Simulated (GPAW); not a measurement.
# CaCuH2 (R-3m) in GPAW: a series of runs, part 3 of 3

GPAW 26.7.0.

## 4. Relaxation of cell and atoms, PBE+D4

The input, run.py:

```python
from ase.calculators.mixing import SumCalculator
from ase.filters import FrechetCellFilter
from ase.io import read, write
from ase.optimize import BFGS
from dftd4.ase import DFTD4
from gpaw import GPAW, PW

atoms = read('POSCAR')

calc = GPAW(mode=PW(600),
            xc='PBE',
            kpts={'size': (6, 6, 6), 'gamma': True},
            occupations={'name': 'fermi-dirac', 'width': 0.05},
            nbands=24,
            convergence={'density': 1e-05, 'forces': 0.0001},
            maxiter=150,
            txt='gpaw.txt')
atoms.calc = SumCalculator([calc, DFTD4(method='pbe')])
opt = BFGS(FrechetCellFilter(atoms), trajectory='relax.traj', logfile='-')
done = opt.run(fmax=0.02, steps=60)
calc.write('gs.gpw')
write('result.traj', atoms)
print('Converged:', done)
print('Cell:', atoms.cell.cellpar().round(4))
print('Volume:', round(atoms.get_volume(), 4))
print(atoms.get_scaled_positions().round(5))
```

The input, POSCAR:

```
CaCuH2
1.0
    1.9452411880      1.1230855235      4.3573800000
   -1.9452411880      1.1230855235      4.3573800000
    0.0000000000     -2.2461710470      4.3573800000
Ca Cu H
1 1 2
Direct
    0.5000000000      0.5000000000      0.5000000000
    0.0000000000      0.0000000000      0.0000000000
    0.8818100000      0.8818100000      0.8818100000
    0.1181900000      0.1181900000      0.1181900000
```

Potentials or basis: GPAW PAW data sets (gpaw-data 1.2.1), pw.

Run with:

```bash
$ OMP_NUM_THREADS=1 python run.py
```

gpaw.txt:

```text
__  _  _
 | _ |_)|_||  |
 |__||  | ||/\| - 26.7.0

Input parameters:
  mode=PW(ecut=600.0),
  convergence={'density': 1e-05, 'forces': 0.0001},
  kpts=MonkhorstPack(size=(6, 6, 6), gamma=True),
  maxiter=150,
  nbands=24,
  occupations=Occupations(name='fermi-dirac', width=0.05),
  xc=XC(name='PBE')

Diagonalizing LCAO Hamiltonian
Converting LCAO to pw mode

       H

       Ca

       H

       Cu

Atoms  # Å, Bohr magnetons
|   | symbol |         x |         y |         z |    initial magnetic moments |
|---|--------|-----------|-----------|-----------|-----------------------------|
| 0 |     Ca |  0.000000 |  0.000000 |  6.536070 | ( 0.0000,  0.0000,  0.0000) |
| 1 |     Cu |  0.000000 |  0.000000 |  0.000000 | ( 0.0000,  0.0000,  0.0000) |
| 2 |      H |  0.000000 | -0.000000 | 11.527144 | ( 0.0000,  0.0000,  0.0000) |
| 3 |      H | -0.000000 |  0.000000 |  1.544996 | ( 0.0000,  0.0000,  0.0000) |

Unit cell  # Å
| periodic |         x |         y |        z |  lengths |    angles |
|----------|-----------|-----------|----------|----------|-----------|
|      yes |  1.945241 |  1.123086 | 4.357380 | 4.902249 | 46.757299 |
|      yes | -1.945241 |  1.123086 | 4.357380 | 4.902249 | 46.757299 |
|      yes |  0.000000 | -2.246171 | 4.357380 | 4.902249 | 46.757299 |

Number of symmetries: 12
Symmetry operations  # r_c * U_cc + t_c -> r_c
|    | kind |            matrix            |
|----|------|------------------------------|
|  0 |  E   |  1, 0, 0,  0, 1, 0,  0, 0, 1 |
|  1 |  σ   |  1, 0, 0,  0, 0, 1,  0, 1, 0 |
|  2 |  σ   |  0, 1, 0,  1, 0, 0,  0, 0, 1 |
|  3 |  C3  |  0, 1, 0,  0, 0, 1,  1, 0, 0 |
|  4 |  C3  |  0, 0, 1,  1, 0, 0,  0, 1, 0 |
|  5 |  σ   |  0, 0, 1,  0, 1, 0,  1, 0, 0 |
|  6 |  C2  |  0, 0,-1,  0,-1, 0, -1, 0, 0 |
|  7 |  S6  |  0, 0,-1, -1, 0, 0,  0,-1, 0 |
|  8 |  S6  |  0,-1, 0,  0, 0,-1, -1, 0, 0 |
|  9 |  C2  |  0,-1, 0, -1, 0, 0,  0, 0,-1 |
| 10 |  C2  | -1, 0, 0,  0, 0,-1,  0,-1, 0 |
| 11 |  i   | -1, 0, 0,  0,-1, 0,  0, 0,-1 |

BZ-sampling:
  Number of BZ points: 216
  Number of IBZ points: 32

  Monkhorst-Pack size: [6, 6, 6]
  Monkhorst-Pack shift: [0.08333333333333333, 0.08333333333333333, 0.08333333333333333]

K-points  # in reciprocal-cell coordinates
|     |                                coordinates |     weight |
|-----|--------------------------------------------|------------|
|   0 | (  0.00000000,   0.00000000,   0.00000000) | 0.00462963 |
|   1 | (  0.16666667,   0.00000000,  -0.16666667) | 0.02777778 |
|   2 | (  0.16666667,   0.00000000,   0.00000000) | 0.02777778 |
|   3 | (  0.16666667,   0.16666667,  -0.16666667) | 0.02777778 |
|   4 | (  0.16666667,   0.16666667,   0.00000000) | 0.02777778 |
|   5 | (  0.16666667,   0.16666667,   0.16666667) | 0.00925926 |
|   6 | (  0.33333333,  -0.16666667,  -0.16666667) | 0.02777778 |
|   7 | (  0.33333333,   0.00000000,  -0.33333333) | 0.02777778 |
|   8 | (  0.33333333,   0.00000000,  -0.16666667) | 0.05555556 |
|   9 | (  0.33333333,   0.00000000,   0.00000000) | 0.02777778 |
| ... |                                            |            |
|  31 | (  0.50000000,   0.50000000,   0.50000000) | 0.00462963 |

Plane wave coefficients: 1925
Cutoff: 600.0 eV

Spin-components: 1 (collinear spins)
Bands:           24
Projectors:      17
Spin-degeneracy: 2
Datatype:        complex128

Parallelization:
  kpt:    1
  domain: 1
  band:   1

Density:
  Valence electrons: 23.0
  Components: 1
  Grid points: [28 28 28]
  Charge: 0.0  # |e|

Potential:
  Grid points: [28 28 28]

species:
  Ca:
    name:    Calcium
    Z:       20.0
    valence: 10
    core:    10
    charge:  0.0  # [|e|]
    compensation charges:
      type: gauss
      rc: 0.37  # [Å]
      lmax: 2
    cutoffs:
      filter: 2.10  # [Å]
      core: 1.17  # [Å]
    projectors
    | kind |    occ | energy [eV] | rcut [Å] |
    |------|--------|-------------|----------|
    |   3s |  2.000 |     -47.086 |    1.175 |
    |   4s |  2.000 |      -3.766 |    1.175 |
    |   3p |  6.000 |     -28.008 |    1.154 |
    |    p |        |      -0.797 |    1.154 |
    |    d |        |       0.000 |    0.937 |

    Using partial waves for Ca as LCAO basis
[... 1713 lines left out ...]
SCF iterations
|iter     | |      energy | eigst |  dens |force |
|---------|-|-------------|-------|-------|------|
|iter:   1| |  -13.253975 | -3.29 |       |      |
|iter:   2| |  -13.253933 | -6.22 | -2.94 |      |
|iter:   3| |  -13.253835c| -5.93 | -2.99 |      |
|iter:   4| |  -13.253809c| -5.84 | -3.34 |      |
|iter:   5| |  -13.253808c| -7.27 | -3.90 |      |
|iter:   6| |  -13.253808c| -7.80c| -4.15 |      |
|iter:   7| |  -13.253808c| -8.02c| -4.86 |      |
|iter:   8| |  -13.253808c| -9.01c| -5.49c|      |
|iter:   9| |  -13.253808c| -9.54c| -6.00c|-4.72c|

Converged in 9 steps
Energy contributions relative to reference atoms: (reference = -63557.301398)

Energy contributions:
  Kinetic:          -3.723943
  Coulomb:           2.574683
  Zero:             -0.515252
  External:          0.000000
  Xc:              -11.582255
  Entropy:          -0.014083
  Spinorbit:         0.000000
  ----------------------------
  Free energy:     -13.260849
  Extrapolated:    -13.253808

dipole moment: (-0.000000, 0.000000, -28.284524)  # |e|*Ang

Fermi level: 4.397
Eigenvalues  # (at kpt = [0.000, 0.000, 0.000])
| band index |      eig [eV] | occ [0-2] |
|------------|---------------|-----------|
|          0 |       -36.714 |     2.000 |
|        ... |               |           |
|          3 |       -17.704 |     2.000 |
|          4 |        -3.967 |     2.000 |
|          5 |         0.407 |     2.000 |
|          6 |         1.006 |     2.000 |
|          7 |         1.006 |     2.000 |
|          8 |         1.281 |     2.000 |
[... 8 lines left out ...]
|         17 |        11.646 |     0.000 |
|         18 |        11.646 |     0.000 |
|        ... |               |           |
|         23 |        17.529 |     0.000 |

No gap
No difference between direct/indirect transitions

Stress tensor  # eV/Ang^3
|         x |         y |         z |
|-----------|-----------|-----------|
| -0.010286 | -0.000000 | -0.000000 |
| -0.000000 | -0.010286 | -0.000000 |
| -0.000000 | -0.000000 | -0.007551 |

Forces  # eV/Ang
|        x |        y |        z |
|----------|----------|----------|
|  0.00000 |  0.00000 |  0.00000 |  # Ca   0
| -0.00000 |  0.00000 | -0.00000 |  # Cu   1
|  0.00000 | -0.00000 |  0.03299 |  # H    2
| -0.00000 |  0.00000 | -0.03299 |  # H    3

# Writing to gs.gpw (mode='')
```

stdout:

```text
Step          Energy          fmax
BFGS:    0      -13.791645        0.118474
BFGS:    1      -13.792342        0.110526
BFGS:    2      -13.796508        0.119419
BFGS:    3      -13.796926        0.117011
BFGS:    4      -13.798158        0.071838
BFGS:    5      -13.798423        0.033840
BFGS:    6      -13.798507        0.003506
Converged: True
Cell: [ 4.8573  4.8573  4.8573 46.632  46.632  46.632 ]
Volume: 55.3147
[[0.5     0.5     0.5    ]
 [0.      0.      0.     ]
 [0.88013 0.88013 0.88013]
 [0.11987 0.11987 0.11987]]
```

Run time: 4.4 min. Hardware: 1 thread of Arm Neoverse V1, shared host; peak memory 0.31 GiB.

Results:

| Quantity | Value |
| --- | --- |
| Free energy | -13.8055 eV |
| Relaxed volume | 13.83 Å³/atom |
| Relaxed cell | a = 4.857 Å, b = 4.857 Å, c = 4.857 Å, α = 46.63°, β = 46.63°, γ = 46.63° |
| Space group after relaxing (to 0.05 Å) | R-3m (No. 166) |
| Energy gained by relaxing | 1.7 meV/atom |
| Ionic steps | 7 |
| Pressure after relaxing | 0.0 GPa |
| Band gap on the k mesh | none (metal or under the smearing width) |
| Dispersion energy per atom | -0.136 eV |

Forces on the atoms (eV/Å):
```
Ca   0.000  0.000  0.000
Cu   0.000  0.000  0.000
H    0.000  0.000  0.002
H    0.000  0.000 -0.002
```

The path:
| step | energy change (eV) | largest force (eV/Å) | pressure (GPa) | volume (Å³) |
| --- | --- | --- | --- | --- |
| 1 | 0.0000 | 0.1185 | -0.97 | 57.12 |
| 2 | -0.0007 | 0.1018 | -0.98 | 57.06 |
| 3 | -0.0049 | 0.0675 | -0.92 | 56.38 |
| 4 | -0.0053 | 0.0777 | -0.83 | 56.23 |
| 5 | -0.0065 | 0.0723 | -0.33 | 55.55 |
| 6 | -0.0068 | 0.0341 | -0.07 | 55.33 |
| 7 | -0.0069 | 0.0023 | 0.02 | 55.31 |

Final structure:
```
Ca Cu H
1.0
     1.92251    1.10996    4.32029
    -1.92251    1.10996    4.32029
     0.00000   -2.21992    4.32029
Ca Cu H
1 1 2
Direct
  0.50000 0.50000 0.50000
  0.00000 0.00000 0.00000
  0.88013 0.88013 0.88013
  0.11987 0.11987 0.11987
```

Caveat: with this Cu data set, volumes or pressures lay over 1.5 % or 2 GPa off other programs in two to four cells of ten; later steps reuse the first step's grids; pairwise dispersion overbinds metals, which lowers pressure and volume.

## 5. Overview

```csv
level,gap on the mesh (eV),pressure (GPa),relaxed volume (Å³/atom)
PBE,none,0.1,14.31
PBE+D3(BJ),none,-0.1,13.58
PBE+D4,none,0.0,13.83
```

Alike in all rows: task relaxation of cell and atoms; potentials or basis GPAW PAW data sets (gpaw-data 1.2.1), pw; no spin polarisation; cell relaxed; k mesh 6 × 6 × 6; cutoff (eV) 600; smearing fermi-dirac 0.05 eV.

Caveats: with this Cu data set, volumes or pressures lay over 1.5 % or 2 GPa off other programs in two to four cells of ten; later steps reuse the first step's grids; pairwise dispersion overbinds metals, which lowers pressure and volume (some runs).

Total energies depend on the potentials used, so only differences within one code and one set of settings carry meaning.
